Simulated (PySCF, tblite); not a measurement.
**C₂H₁₃NO₂Si₃: geometry, infrared bands and NMR shifts**

Aim: predict the infrared bands and NMR shifts of C₂H₁₃NO₂Si₃ (`CCO[Si@H](O)[SiH2][SiH2]N`).

Computed with tblite 0.8.0 and PySCF 2.14.0, with density-fitted response routines of our own, on a single molecule in the gas phase. Atoms are numbered from 0 throughout.

### 1 The molecule as given

21 atoms, charge 0, multiplicity 1; geometry from: force field or distance geometry start.

Bonds of the start (Å): C0–C1 1.51, C1–O2 1.41, O2–Si3 1.65, Si3–O4 1.67, Si3–Si5 2.32, Si5–Si6 2.30, Si6–N7 1.70, C0–H8 1.10, C0–H9 1.09, C0–H10 1.08, C1–H11 1.11, C1–H12 1.11, Si3–H13 1.48, O4–H14 0.97, Si5–H15 1.48, Si5–H16 1.49, Si6–H17 1.48, Si6–H18 1.47, N7–H19 1.01, N7–H20 1.02.

### 2 Relaxing the molecule with GFN2-xTB

What the job is given:

```
{"job": {"kind": "relax", "xc": "GFN2-xTB", "basis": "xTB"}, "charge": 0, "multiplicity": 1}
C      3.046000     0.975700    -1.510200
C      2.581200     0.277900    -0.252600
O      1.291700    -0.257900    -0.464900
Si     0.533300    -1.073200     0.756500
O      1.266700    -2.565500     0.905900
Si    -1.732200    -1.311100     0.334800
Si    -2.517900     0.850500     0.368400
N     -4.198300     0.974000     0.155100
H      2.347300     1.780100    -1.769800
H      3.047600     0.280900    -2.349700
H      4.034700     1.400800    -1.385800
H      3.287500    -0.536600    -0.005300
H      2.565400     0.994100     0.595500
H      0.745400    -0.341800     2.028900
H      1.386800    -3.036700     0.066800
H     -1.958000    -1.985000    -0.963700
H     -2.391800    -2.125500     1.399500
H     -2.276000     1.476800     1.686100
H     -1.913100     1.693800    -0.675100
H     -4.461200     1.953500     0.116400
H     -4.694100     0.592200     0.962600
```

On the command line:

```
OMP_NUM_THREADS=1 python probes_run.py task.json out
```

The driver reads the jobs from task.json and runs them one after another.

**Question.** This job is followed by: GFN2-xTB harmonic vibrations, gas phase; GIAO PBE0/pcSseg-1 NMR shielding, non-relativistic, gas phase. Predict these results of the whole session: strongest single infrared mode (GFN2-xTB); zero-point energy (GFN2-xTB); 13C shifts against TMS (PBE0/pcSseg-1); 1H shifts against TMS (PBE0/pcSseg-1, means over atoms taken as alike); 17O shifts against H2O (PBE0/pcSseg-1); 29Si shifts against TMS (PBE0/pcSseg-1); 15N shifts against NH3 (PBE0/pcSseg-1).

As calculated:

| quantity | value |
| --- | --- |
| strongest single infrared mode (GFN2-xTB) | 621 cm⁻¹, 820 km/mol |
| zero-point energy (GFN2-xTB) | 93.8 kcal/mol |
| 13C shifts against TMS (PBE0/pcSseg-1) | 61.0, 21.2 ppm |
| 1H shifts against TMS (PBE0/pcSseg-1, means over atoms taken as alike) | 5.21, 5.20, 4.99, 4.14, 3.91, 3.27, 3.18, 1.85, 1.21, -0.25 ppm |
| 17O shifts against H2O (PBE0/pcSseg-1) | 90.8, 68.8 ppm |
| 29Si shifts against TMS (PBE0/pcSseg-1) | -10.4, -49.2, -126.0 ppm |
| 15N shifts against NH3 (PBE0/pcSseg-1) | 1.7 ppm |

In words: The optimisation took 187 steps and gained 0.496 eV; among the close pairs (by a distance rule), Si3–Si5 changed most, from 2.317 to 2.282 Å. No mode is imaginary among the 57: a minimum at this level. The strongest single mode, at 621 cm⁻¹, is carried by H16, H15, H13. Unscaled tight-binding wavenumbers are off by several per cent, some by more. Its intensities can rank the bands wrongly. C1 (sp3 CH2 bonded to O) lies farthest downfield among carbon, at 61.0 ppm; pulled downfield by the heteroatom. At PBE0/pcSseg-1: The largest span, 121 ppm, is at Si6, where the paramagnetic term is -482 ppm.
